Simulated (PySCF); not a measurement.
# H8Si4: the cost of one run

Programs: PySCF 2.14.0, with density-fitted response routines of our own. Each step states its level of theory. These are calculated values for one molecule in the gas phase, unless marked as measured. Atoms are numbered from 0 throughout.

## 1. Starting geometry

12 atoms, charge 0, multiplicity 1; geometry from: GFN2-xTB. The atoms were then displaced at random by about 0.01 Å, so the start is not that level's minimum.

Bonds of the start (Å): Si0–Si1 2.39, Si1–Si2 2.35, Si2–Si3 2.40, Si3–Si0 2.39, Si0–H4 1.44, Si0–H5 1.45, Si1–H6 1.46, Si1–H7 1.45, Si2–H8 1.45, Si2–H9 1.48, Si3–H10 1.44, Si3–H11 1.46.

## 2. Geometry optimisation at PBE0-D3(BJ)/def2-SVP

The job: settings as JSON, then the geometry in Å.

```
{"job": {"xc": "PBE0", "basis": "def2-SVP", "d3": "d3bj", "grid": 1, "shake": 0.01, "kind": "geom"}, "charge": 0, "multiplicity": 1}
Si     0.380400    -1.649930     0.097540
Si    -1.614940    -0.345940     0.255160
Si    -0.381560     1.620530    -0.116110
Si     1.642040     0.343210    -0.265630
H      0.707240    -2.422810     1.270280
H      0.399810    -2.616280    -0.987710
H     -2.307180    -0.419160     1.543390
H     -2.655780    -0.628810    -0.720370
H     -0.721120     2.417320    -1.274800
H     -0.399910     2.621010     0.977940
H      2.331170     0.421650    -1.524750
H      2.659520     0.630930     0.736050
```

The run is started by

```
OMP_NUM_THREADS=1 python probes_run.py task.json out
```

This one command runs all jobs of the session in turn.

Q: Estimate the wall time and peak memory of this first job on 1 thread of Arm Neoverse V2, shared host.

About 22 s, with a peak of 0.47 GiB.
